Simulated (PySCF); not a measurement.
**GeClF (SMILES [F][Ge][Cl]) at 6 levels**

Aim: a comparison of 6 runs (HF/3-21G, B3LYP/6-31G*, CAM-B3LYP/def2-TZVP, M06-L/def2-TZVP, TPSS/def2-TZVP, wB97X/def2-TZVP) of GeClF. Input form: a Python script.

The results are computed with PySCF 2.14.0.

3 further runs of the same task are left out: 3 set aside as unsound or not needed.

## 1. The structure to begin with

GeClF has 3 atoms, charge 0, and is taken as a singlet. SMILES: `[F][Ge][Cl]`. The coordinates come from a PBE0-D4/def2-TZVP relaxation.

Bond lengths: F1–Ge2 1.748 Å, Ge2–Cl3 2.180 Å. Angles: F1–Ge2–Cl3 98.3°.

## 2. The energy at HF/3-21G (run 1)

Contents of job.py:

```python
from pyscf import gto

mol = gto.Mole()
mol.atom = '''
F      0.110400     1.418700     0.206200
Ge    -0.762800     0.035600    -0.410300
Cl     0.641600    -1.519100     0.191000
'''
mol.basis = '3-21g'
mol.max_memory = 1860
mol.verbose = 3
mol.build()

calc0 = mol.RHF()
calc0.conv_tol = 1e-10
calc0.kernel()
if not calc0.converged:
    calc0 = calc0.newton().run(calc0.mo_coeff, calc0.mo_occ)

energy = calc0.e_tot
print('Final energy', energy)
```

Launch:

```
$ OMP_NUM_THREADS=1 python job.py
```

The program printed:

```text
converged SCF energy = -2621.63045320451
Final energy -2621.6304532045056
```

It took 0.92 s on 1 thread of Intel Xeon at 2.70GHz, shared host; peak memory 0.12 GiB.

## 3. A single-point energy at B3LYP/6-31G(d) (spherical functions) (run 2)

Contents of calc.py:

```python
from pyscf import gto, dft

mol = gto.Mole()
mol.atom = [
    ('F', (0.110400, 1.418700, 0.206200)),
    ('Ge', (-0.762800, 0.035600, -0.410300)),
    ('Cl', (0.641600, -1.519100, 0.191000)),
]
mol.charge = 0
mol.max_memory = 1860
mol.basis = '6-31g*'
mol.verbose = 3
mol.build()

ks = dft.RKS(mol, xc='b3lyp')
ks.conv_tol = 1e-10
ks.grids.level = 5
ks.kernel()
if not ks.converged:
    ks = ks.newton().run(ks.mo_coeff, ks.mo_occ)

energy = ks.e_tot
print('E = %.10f Eh' % energy)
```

Launch:

```
$ OMP_NUM_THREADS=1 python calc.py
```

The program printed:

```text
converged SCF energy = -2636.87746576861
E = -2636.8774657686 Eh
```

Wall time 9.9 s (1 thread of Intel Xeon at 2.70GHz, shared host); peak memory 0.34 GiB.

Runs 3 to 5 aren't shown in full; the table further down has their settings and results.

## 4. The energy at wB97X/def2-TZVP (run 6)

Contents of run.py:

```python
# [F][Ge][Cl]
from pyscf import gto, dft

molecule = gto.M(
    atom='''
F    0.110400   1.418700   0.206200
Ge  -0.762800   0.035600  -0.410300
Cl   0.641600  -1.519100   0.191000
''',
    verbose=4,
    charge=0,
    spin=0,
    basis='def2-tzvp',
    max_memory=1860,
)

mf = dft.RKS(molecule, xc='wb97x')
mf.grids.level = 5
mf.conv_tol = 1e-10
mf.kernel()
if not mf.converged:
    mf = mf.newton().run(mf.mo_coeff, mf.mo_occ)

energy = mf.e_tot
print(f'total energy: {energy:.8f} hartree')
```

Launch:

```
$ OMP_NUM_THREADS=1 python run.py
```

The program printed:

```text
PySCF version 2.14.0

[INPUT] num. atoms = 3
[INPUT] num. electrons = 58
[INPUT] charge = 0
[INPUT] spin (= nelec alpha-beta = 2S) = 0
[INPUT] symmetry False subgroup None
[INPUT] Mole.unit = angstrom
[INPUT] Symbol           X                Y                Z      unit          X                Y                Z       unit  Magmom
[INPUT]  1 F      0.110400000000   1.418700000000   0.206200000000 AA    0.208625764152   2.680954452920   0.389661526885 Bohr   0.0
[INPUT]  2 Ge    -0.762800000000   0.035600000000  -0.410300000000 AA   -1.441483087818   0.067274250035  -0.775354628909 Bohr   0.0
[INPUT]  3 Cl     0.641600000000  -1.519100000000   0.191000000000 AA    1.212448281521  -2.870682955827   0.360937689792 Bohr   0.0

nuclear repulsion = 246.377352051105
number of shells = 40
number of NR pGTOs = 209
number of NR cGTOs = 116
basis = def2-tzvp
ecp = {}

******** <class 'pyscf.dft.rks.RKS'> ********
method = RKS
initial guess = minao
damping factor = 0
level_shift factor = 0
DIIS = <class 'pyscf.scf.diis.CDIIS'>
diis_start_cycle = 1
diis_space = 8
diis_damp = 0
SCF conv_tol = 1e-10
SCF conv_tol_grad = None
SCF max_cycles = 50
direct_scf = True
direct_scf_tol = 1e-13
XC library pyscf.dft.libxc version 7.0.0
    S. Lehtola, C. Steigemann, M. J.T. Oliveira, and M. A.L. Marques.,  SoftwareX 7, 1–5 (2018)
XC functionals = wb97x
radial grids:
    Treutler-Ahlrichs [JCP 102, 346 (1995); DOI:10.1063/1.469408] (M4) radial grids

becke partition: Becke, JCP 88, 2547 (1988); DOI:10.1063/1.454033
pruning grids: <function nwchem_prune>
grids dens level: 5
symmetrized grids: False
atomic radii adjust function: <function treutler_atomic_radii_adjust>
small_rho_cutoff = 0
Set gradient conv threshold to 1e-05
Initial guess from minao.
tot grids = 131664
init E= -2636.49679016174
  HOMO = -0.310559345275777  LUMO = -0.0632798295598391  gap/eV = 6.72882
cycle= 1 E= -2637.07972787971  delta_E= -0.583  |g|= 0.92  |ddm|= 1.55
  HOMO = -0.347371201176352  LUMO = -0.0746314453018542  gap/eV = 7.42163
cycle= 2 E= -2637.01551992121  delta_E= 0.0642  |g|= 1.24  |ddm|= 1.09
  HOMO = -0.394773208794435  LUMO = -0.0432440597288775  gap/eV = 9.56560
cycle= 3 E= -2637.2065114895  delta_E= -0.191  |g|= 0.107  |ddm|= 0.517
  HOMO = -0.393400909159189  LUMO = -0.032618759877252  gap/eV = 9.81738
cycle= 4 E= -2637.20825784554  delta_E= -0.00175  |g|= 0.0389  |ddm|= 0.0813
  HOMO = -0.393056963421569  LUMO = -0.0300825870707087  gap/eV = 9.87704
cycle= 5 E= -2637.20848268707  delta_E= -0.000225  |g|= 0.00674  |ddm|= 0.0276
  HOMO = -0.392971373466107  LUMO = -0.0304560976059705  gap/eV = 9.86454
cycle= 6 E= -2637.20850333776  delta_E= -2.07e-05  |g|= 0.00297  |ddm|= 0.0126
  HOMO = -0.393082159732069  LUMO = -0.0304002520115603  gap/eV = 9.86908
cycle= 7 E= -2637.20850695168  delta_E= -3.61e-06  |g|= 0.000862  |ddm|= 0.00568
  HOMO = -0.393076679241892  LUMO = -0.0304639488050995  gap/eV = 9.86719
cycle= 8 E= -2637.20850743859  delta_E= -4.87e-07  |g|= 0.000166  |ddm|= 0.00244
  HOMO = -0.393077897808498  LUMO = -0.030468886648876  gap/eV = 9.86709
cycle= 9 E= -2637.20850746366  delta_E= -2.51e-08  |g|= 4.6e-05  |ddm|= 0.000517
  HOMO = -0.393070815569114  LUMO = -0.0304629780499326  gap/eV = 9.86706
cycle= 10 E= -2637.20850746457  delta_E= -9.11e-10  |g|= 1.36e-05  |ddm|= 6.65e-05
  HOMO = -0.393071353373603  LUMO = -0.0304633773922447  gap/eV = 9.86707
cycle= 11 E= -2637.20850746465  delta_E= -7.78e-11  |g|= 2.8e-06  |ddm|= 2.16e-05
  HOMO = -0.393071247427852  LUMO = -0.0304633562573713  gap/eV = 9.86706
Extra cycle  E= -2637.20850746465  delta_E= -9.09e-13  |g|= 2.37e-06  |ddm|= 4.5e-06
converged SCF energy = -2637.20850746465
total energy: -2637.20850746 hartree
```

It took 33 s on 1 thread of Intel Xeon at 2.70GHz, shared host; peak memory 0.63 GiB.

## 5. Overview of the runs

```tsv
run	level	integration grid	energy (Eh)	dipole moment (D)	HOMO energy (eV)	LUMO energy (eV)	wall time
1	HF/3-21G	–	-2621.630453	3.43	-10.89	0.01	0.92 s
2	B3LYP/6-31G* (spherical functions)	5	-2636.877466	2.23	-8.17	-2.99	9.9 s
3	CAM-B3LYP/def2-TZVP	5	-2637.305050	2.39	-9.75	-1.83	35 s
4	M06-L/def2-TZVP	5	-2637.112202	2.23	-7.41	-3.42	28 s
5	TPSS/def2-TZVP	5	-2637.188163	2.10	-7.35	-3.54	28 s
6	wB97X/def2-TZVP	5	-2637.208507	2.37	-10.70	-0.83	33 s
```

## 6. Outcome

```
            quantity           value
 run 6: total energy  -2637.20851 Eh
run 6: dipole moment          2.37 D
  run 6: HOMO energy       -10.70 eV
  run 6: LUMO energy        -0.83 eV
run 6: HOMO–LUMO gap         9.87 eV
```

**Reading.** The dipole moment (its size) runs from 2.10 D (TPSS/def2-TZVP) to 3.43 D (HF/3-21G). The two ends differ in method and basis. The HOMO–LUMO gap runs from 3.80 eV (TPSS/def2-TZVP) to 10.90 eV (HF/3-21G). Totals of different functionals can't be ranked against each other. All runs together took 2.2 min, the longest 35 s.
